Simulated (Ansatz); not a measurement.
# TaN: the cost of one run

Method: DFT r²SCAN+U (U_eff = 3 eV on Ta d), plane waves, PAW, no spin–orbit coupling unless a run says so, in Ansatz 0.2.0.

**1. The starting structure**

Symmetry: P-6m2, No. 187, hexagonal system. The conventional cell has a = 2.938 Å, b = 2.938 Å, c = 2.883 Å, α = 90.00°, β = 90.00°, γ = 120.00°. Ta (site symmetry -6m2) is surrounded by 6 N at 2.23 Å. N (site symmetry -6m2) is surrounded by 6 Ta at 2.23 Å.

Structure file:

```xyz
2
Lattice="2.9380 0.0000 0.0000 -1.4690 2.5444 0.0000 0.0000 0.0000 2.8830" Properties=species:S:1:pos:R:3 pbc="T T T"
Ta    0.0000    1.6963    1.4415
N     0.0000    0.0000    0.0000
```

Magnetic order typed: ferromagnetic.

An earlier series on this cell reached its lowest free state from «random orbitals: single harmonics, first filling», perhaps among other starts (it ended without moments).

**2. Random orbitals: single harmonics, second filling**

Input file input.yaml:

```yaml
crystal:
  lattice:
    - [2.93800111, 0.0, 0.0]
    - [-1.46900055, 2.5443836, 0.0]
    - [0.0, 0.0, 2.88300221]
  atoms:
    - { symbol: Ta, position: [0.3333333333, 0.6666666667, 0.5], spin: 0.3 }
    - { symbol: "N", position: [0.0, 0.0, 0.0] }
basis:
  ecutwfc: 500
  ecutrho_ratio: 4
kpoints:
  mp_grid: { grid: [7, 7, 7] }
hamiltonian:
  xc: r2scan
  hubbard:
    sites:
      - { site: 0, l: d, u_eff: 3.0, starting_ns: [{ spin: up, occupation_matrix: s0up }, { spin: down, occupation_matrix: s0down }] }
    occupation_matrices:
      s0up:
        matrix:
          - [0.02, 0.0, 0.0, 0.0, 0.0]
          - [0.0, 0.02, 0.0, 0.0, 0.0]
          - [0.0, 0.0, 0.02, 0.0, 0.0]
          - [0.0, 0.0, 0.0, 0.97, 0.0]
          - [0.0, 0.0, 0.0, 0.0, 0.02]
      s0down:
        matrix:
          - [0.02, 0.0, 0.0, 0.0, 0.0]
          - [0.0, 0.02, 0.0, 0.0, 0.0]
          - [0.0, 0.0, 0.02, 0.0, 0.0]
          - [0.0, 0.0, 0.0, 0.02, 0.0]
          - [0.0, 0.0, 0.0, 0.0, 0.97]
    ns_hold: { iters: 12 }
scf:
  occupations: { method: gaussian, width: 0.05 }
  lower_state_search: "off"
  max_iter: 150
output:
  forces: true
  stress: true
  eigenvalues: true
  populations: true
  hubbard: { sites: [{ site: 0, l: d }] }
magnetization:
  spin_polarized: true
```

The typed matrices put 0.97 on the chosen orbitals and 0.02 on the others, and are held for 12 cycles.

Started as:

```sh
ansatz run input.yaml --threads 2 --pin off --max-ram 3072MiB --backend cpu --events-out ev --progress --plain --runs-dir out
```

Q: Estimate wall time and peak memory on 2 threads of Arm Neoverse V2, shared host.

About 19 s, with a peak of 0.4 GiB.
